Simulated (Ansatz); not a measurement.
# CdTe2Pb3: the cost of one run

Method: DFT PBE, scalar-relativistic, plane waves, PAW, unless a step names another level, in Ansatz 0.2.0.

7 further runs of the same task are left out: 2 that didn't finish, 5 set aside as unsound or not needed.

## Step 1: What the formula suggests

Pauling electronegativities: Cd 1.69, Te 2.10, Pb 2.33 (spread 0.64). No set of common oxidation states balances it. Tabulated atomic sizes suggest about 30 Å³/atom. 23 candidates were drawn, by swapping species into database cells of other compounds, at random by space group and Wyckoff sites, or by hand, as the table says:

```tsv
name	made from	space group no.	Wyckoff sites	atoms (primitive cell)	V (Å³/atom)
c01	database cell of Dy2CuAg3	99	Cd 1b; Te 1a, 1b; Pb 1a, 1a, 1b	6	30.9
c02	database cell of Zr2V3Fe	166	Cd 3a; Te 6c; Pb 9d	6	34.7
c03	database cell of Mn3CoAs2	115	Cd 1b; Te 2g; Pb 1a, 2g	6	26.7
c04	random	174	Cd 1e; Te 1a, 1b; Pb 3k	6	31.1
c05	random	99	Cd 1b; Te 1b, 1a; Pb 1a, 2c	6	37.9
c06	random	123	Cd 1b; Te 2g; Pb 2f, 1c	6	30.5
c07	random	166	Cd 3b; Te 6c; Pb 9d	6	29.8
c08	random	166	Cd 3b; Te 6c; Pb 6c, 3a	6	30.1
c09	database cell of NaH2Pd3	65	Cd 2b; Te 4i; Pb 2a, 4f	6	26.4
c10	database cell of TmB2Rh3	191	Cd 1b; Te 2d; Pb 3f	6	30.1
c11	database cell of NaLa2Se3	164	Cd 1a; Te 2d; Pb 2d, 1b	6	31.6
c12	random	123	Cd 1b; Te 2g; Pb 2f, 1a	6	37.0
c13	database cell of EuB2Rh3	191	Cd 1a; Te 2c; Pb 3g	6	28.0
c14	random	160	Cd 3a; Te 3a, 3a; Pb 9b	6	33.4
c15	random	65	Cd 2c; Te 4e; Pb 4k, 2a	6	33.3
c16	random	123	Cd 1d; Te 2g; Pb 2f, 1c	6	31.6
c17	random	191	Cd 1a; Te 2e; Pb 2c, 1b	6	30.4
c18	database cell of Ca2GePd3	166	Cd 3b; Te 6c; Pb 9e	6	31.2
c19	database cell of ErCo3Ge2	183	Cd 1a; Te 2b; Pb 3c	6	28.8
c20	random	191	Cd 1b; Te 2c; Pb 1a, 2d	6	37.8
c21	random	187	Cd 1b; Te 1f, 1c; Pb 1a, 2g	6	31.2
c22	random	187	Cd 1e; Te 1c, 1a; Pb 2h, 1d	6	30.5
c23	random	189	Cd 1b; Te 2c; Pb 3g	6	29.8
```

## Step 2: Screening run of c03

Contents of input.yaml:

```yaml
crystal:
  lattice:
    - [4.58514283, 0.0, 0.0]
    - [0.0, 4.58514283, 0.0]
    - [0.0, 0.0, 7.62709161]
  atoms:
    - { symbol: Cd, position: [0.5, 0.5, 0.0] }
    - { symbol: Te, position: [0.5, 0.0, 0.26714101] }
    - { symbol: Te, position: [0.0, 0.5, 0.73285899] }
    - { symbol: Pb, position: [0.0, 0.0, 0.0] }
    - { symbol: Pb, position: [0.5, 0.0, 0.67562503] }
    - { symbol: Pb, position: [0.0, 0.5, 0.32437497] }
basis:
  ecutwfc: 420
kpoints:
  mp_grid: { grid: [4, 4, 2] }
hamiltonian:
  xc: pbe
scf:
  occupations: { method: gaussian, width: 0.2 }
  lower_state_search: "off"
output:
  forces: true
  stress: true
  eigenvalues: true
relax:
  adjacent_minimum: "off"
  f_tol: 0.08
  max_steps: 16
  cell: { stress_tol: 0.8 }
```

Launch:

```
ansatz run input.yaml --threads 1 --pin off --max-ram 2560MiB --backend cpu --events-out ev --progress --plain --runs-dir out
```

Q: Estimate wall time and peak memory on 1 thread of Arm Neoverse V1, shared host.

About 100 s, with a peak of 0.46 GiB.
